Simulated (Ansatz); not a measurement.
# Hf3Si2F: the cost of one run

Computed with Ansatz 0.2.0 (DFT PBE, scalar-relativistic, plane waves, PAW, unless a step's input says otherwise).

1 further run of the same task is left out (it didn't finish).

## (1) Starting point

Symmetry: P6/mmm, No. 191, hexagonal system. The conventional cell has a = 5.758 Å, b = 5.758 Å, c = 3.299 Å, α = 90.00°, β = 90.00°, γ = 120.00°. Around Hf (site symmetry mmm) lie 4 Si at 2.34 Å and 6 Hf at 2.88 to 3.30 Å and 4 F at 3.32 Å. Si (site symmetry -6m2) is surrounded by 6 Hf at 2.34 Å. F (site symmetry 6/mmm) has 2 F at 3.30 Å and 12 Hf at 3.32 Å and 6 Si at 3.32 Å as nearest neighbours.

Coordinates:

```
CELL_PARAMETERS angstrom
5.75815 0.00000 0.00000
-2.87908 4.98671 0.00000
0.00000 0.00000 3.29862
ATOMIC_POSITIONS crystal
Hf 0.50000 0.00000 0.50000
Hf 0.50000 0.50000 0.50000
Hf 0.00000 0.50000 0.50000
Si 0.33333 0.66667 0.00000
Si 0.66667 0.33333 0.00000
F 0.00000 0.00000 0.00000
```

Recipe of the guess: species swapped into a database cell of LaB2Rh3 (P6/mmm, No. 191), with F on the La sites, Si on the B sites and Hf on the Rh sites. Lengths come from tabulated atomic sizes and are only a guess.

## (2) Probe: one point on a coarse mesh

Contents of input.yaml:

```yaml
crystal:
  lattice:
    - [5.75815162, 0.0, 0.0]
    - [-2.87907581, 4.98670558, 0.0]
    - [0.0, 0.0, 3.29862388]
  atoms:
    - { symbol: Hf, position: [0.5, 0.0, 0.5] }
    - { symbol: Hf, position: [0.5, 0.5, 0.5] }
    - { symbol: Hf, position: [0.0, 0.5, 0.5] }
    - { symbol: Si, position: [0.33333333, 0.66666667, 0.0] }
    - { symbol: Si, position: [0.66666667, 0.33333333, 0.0] }
    - { symbol: F, position: [0.0, 0.0, 0.0] }
basis:
  ecutwfc: 420
kpoints:
  mp_grid: { grid: [3, 3, 6] }
hamiltonian:
  xc: pbe
scf:
  occupations: { method: gaussian, width: 0.1 }
  lower_state_search: "off"
output:
  forces: true
  stress: true
  eigenvalues: true
```

On the command line:

```sh
$ ansatz run input.yaml --threads 1 --pin off --max-ram 2560MiB --backend cpu --events-out ev --progress --plain --runs-dir out
```

What time and memory should one allow on 1 thread of Intel Xeon 6975P-C (Granite Rapids), shared host?

About 2.2 s, with a peak of 0.43 GiB.
